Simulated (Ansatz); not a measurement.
# AlGaH (doublet): the correlation ladder, 6-31G

An exercise on one series of results from a longer session: the logs are not shown, and one member is left open.

Program: Ansatz 0.2.0, Gaussian basis. Level of theory: 6-31G, core rule «outside noble gas», up to 19 orbitals frozen. These are calculated values, not measurements.

The runs, in order: UHF; CCSD(T) on ROHF; CCSD(T) on UHF; BCCD(T) on ROHF; CISD; CCSDT(Q) on ROHF; CCSDT(Q) on UHF; CISDTQ; CASSCF and MRCISD+Q, 7 electrons in 9 orbitals; CASSCF and NEVPT2, 7 electrons in 9 orbitals; Full CI; Full CI in the symmetry of the determinant.

14 further runs of the same task are left out: 9 that didn't finish, 5 set aside as unsound or not needed.

## The system

The geometry is a PBE0/def2-TZVP stationary point (not a proven minimum) of the parent state, kept for this charge and spin. No spin-orbit coupling is included. The filled d shell of Ga may be among the frozen orbitals whatever the setting's name suggests; the logs give the count.

3 atoms, charge 0, spin multiplicity 2.

Atoms are counted from 1 here; the program's logs count them from 0.

Bond lengths: Al1–Ga2 2.308 Å, Ga2–H3 1.559 Å. Angles: Al1–Ga2–H3 180.0°.

Set-up of the first run:

in.yaml

```yaml
crystal:
  periodic: [false, false, false]
  atoms:
    - {symbol: Al, position_ang: [0.000000, 0.000000, 2.058500]}
    - {symbol: Ga, position_ang: [0.000000, 0.000000, -0.249900]}
    - {symbol: H, position_ang: [0.000000, 0.000000, -1.808600]}
basis:
  gaussian: {orbitals: 6-31G}
magnetization: {spin_polarized: true, initial_magnetization: 1}
hamiltonian: {xc: hf}
output: {orbitals: {seedname: orbitals}}
```

The run is started by

```bash
$ ansatz run in.yaml --threads 1 --pin off --events-out ev --progress --plain --max-ram 2393MiB
```

Among the steps run: UHF; CCSD(T) on ROHF; CCSD(T) on UHF; BCCD(T) on ROHF; CISD; CCSDT(Q) on ROHF; CCSDT(Q) on UHF; CISDTQ; CASSCF and MRCISD+Q, 7 electrons in 9 orbitals; CASSCF and NEVPT2, 7 electrons in 9 orbitals; Full CI; Full CI in the symmetry of the determinant.

One table of the session follows, with a row left open; its other results are not shown here.

It belongs to the step «Misses and costs». 

| method | from FCI (kcal/mol) |
| --- | --- |
| ROHF | ? |
| UHF | +47.07 |
| RMP2 | +17.37 |
| UMP2 | +18.02 |
| RCCSD | +1.65 |
| UCCSD | +1.88 |
| RCCSD(T) | +0.56 |
| UCCSD(T) | +0.73 |
| BCCD(T) | +0.55 |
| RCCSDT | +0.10 |
| UCCSDT | +0.09 |
| RCCSDT(Q) | +0.03 |
| UCCSDT(Q) | -0.01 |
| CASSCF valence | +13.04 |
| NEVPT2 valence | +3.94 |
| MRCISD valence | +0.36 |
| MRCISD+Q valence | +0.10 |
| FCI | 0 |

Q: Estimate the row for ROHF from the others.

The run gave: from FCI (kcal/mol): +51.03. In the column «from FCI (kcal/mol)» it is the highest.

Not comparable, so not listed: CISD; CISDTQ (they don't share determinant, frozen orbitals or solution with the rows shown, or repeat one).

Caveats from the session: The determinant is far from a pure spin state, so its energy mixes those of several spin states (harmless only where they are near-degenerate, as at dissociation). The program flags UCCSD(T) as in doubt, so those rows may rest on another solution; read them beside their warnings. Levels on UHF freeze UHF's core orbitals, full CI those of ROHF, so the U rows can settle a little off it for that reason alone. Restricted and unrestricted rows rest on different reference determinants; where their highest levels disagree by more than a few hundredths of an eV, they describe different states and don't form one ladder.
